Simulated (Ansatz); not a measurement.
# C2H7BSn: one species, many methods

The task here is to estimate one member of a computed series from the others.

Method: functionals in def2-TZVPP, the program's frozen cores in correlated methods; program: Ansatz 0.2.0, Gaussian basis.

The runs, in order: PBE-D4, r2SCAN-D4, PBE0-D4, B3LYP-D4, ωB97X-V, ωB97M-V, B2PLYP; CCSD(T)/def2-TZVPP; MP2/def2-QZVPP; extrapolation to the limit.

### Structure used throughout

An earlier PBE0-D4 in a triple-zeta def2 set relaxation fixed the geometry. Sn takes the def2 core potential; no spin-orbit term is included.

11 atoms, charge 0, spin multiplicity 1.

Atoms are counted from 1 here; the program's logs count them from 0.

Bond lengths: B1–C2 1.537 Å, B1–H5 1.197 Å, B1–H6 1.198 Å, C2–C3 1.344 Å, C2–H7 1.091 Å, C3–Sn4 2.140 Å, C3–H8 1.090 Å, Sn4–H9 1.706 Å, Sn4–H10 1.706 Å, Sn4–H11 1.706 Å. Angles: C2–B1–H5 121.9°, C2–B1–H6 118.6°, H5–B1–H6 119.5°, B1–C2–C3 120.6°, B1–C2–H7 120.6°, C3–C2–H7 118.7°, C2–C3–Sn4 124.6°, C2–C3–H8 117.5°, Sn4–C3–H8 117.9°, C3–Sn4–H9 109.2°, C3–Sn4–H10 109.6°, C3–Sn4–H11 109.2°, H9–Sn4–H10 109.9°, H9–Sn4–H11 109.1°, H10–Sn4–H11 109.9°.

Set-up of the first run:

Contents of in.yaml:

```yaml
crystal:
  periodic: [false, false, false]
  atoms:
    - {symbol: B, position_ang: [-0.982695, 1.933126, 1.044135]}
    - {symbol: C, position_ang: [-0.772018, 0.545046, 0.417805]}
    - {symbol: C, position_ang: [0.439631, 0.171900, -0.028726]}
    - {symbol: Sn, position_ang: [0.875592, -1.724117, -0.920805]}
    - {symbol: H, position_ang: [-2.051718, 2.288648, 1.448530]}
    - {symbol: H, position_ang: [-0.044842, 2.674679, 1.126075]}
    - {symbol: H, position_ang: [-1.603089, -0.155465, 0.327022]}
    - {symbol: H, position_ang: [1.254878, 0.888136, 0.072427]}
    - {symbol: H, position_ang: [-0.097931, -1.928265, -2.306867]}
    - {symbol: H, position_ang: [2.523978, -1.786225, -1.355274]}
    - {symbol: H, position_ang: [0.523612, -2.964465, 0.196476]}
basis:
  gaussian: {orbitals: def2-TZVPP}
hamiltonian: {xc: pbe, dispersion: d4}
output: {forces: true, orbitals: {seedname: orbitals}}
```

The run is started by

```
ansatz run in.yaml --threads 4 --pin off --events-out ev --progress --plain --max-ram 10444MiB
```

Steps of the session up to this table: PBE-D4 (GGA); r2SCAN-D4 (meta-GGA); PBE0-D4 (hybrid); B3LYP-D4 (hybrid); ωB97X-V (range-separated); ωB97M-V (range-separated); B2PLYP (double hybrid); CCSD(T) in def2-TZVPP; MP2 in def2-QZVPP.

One table of the session follows, with a row left open; its other results are not shown here.

```
            method  atoms, summed (eV)  atomisation energy (kJ/mol)
            PBE-D4           -8651.824                       3725.1
         r2SCAN-D4           -8656.832                       3693.4
           PBE0-D4           -8653.084                       3687.8
          B3LYP-D4           -8659.355                       3693.4
           ωB97X-V           -8655.259                       3699.4
           ωB97M-V           -8653.424                       3692.3
            B2PLYP           -8648.468                       3648.9
     HF/def2-TZVPP           -8619.366                       2777.2
    MP2/def2-TZVPP                   ?                            ?
   CCSD/def2-TZVPP           -8632.942                       3562.9
CCSD(T)/def2-TZVPP           -8633.251                       3611.9
           MP2/CBS           -8642.041                       3690.0
       CCSD(T)/CBS           -8643.942                       3687.4
```

Q: Estimate the row for MP2/def2-TZVPP from the others.

As computed: atoms, summed (eV): -8631.349; atomisation energy (kJ/mol): 3614.5. In the column «atoms, summed (eV)» it lies between CCSD/def2-TZVPP (-8632.942) and HF/def2-TZVPP (-8619.366).

Among the levels timed on like hardware and quicker than the yardstick, those that no quicker one beats, quickest first: PBE-D4 (1.9 s, +37.7 kJ/mol); PBE0-D4 (2.1 s, +0.4 kJ/mol).

B2PLYP carry no dispersion term (for B3LYP, D4 adds 33.4 kJ/mol).

Limits of these values: Free atoms (1 B, 2 C, 1 Sn, 7 H) were run apart at each level; the atomisation energy is their sum less the molecule, without zero-point or spin-orbit terms. All levels share the lack of spin-orbit coupling, which lowers the free heavy atoms and so the true binding.
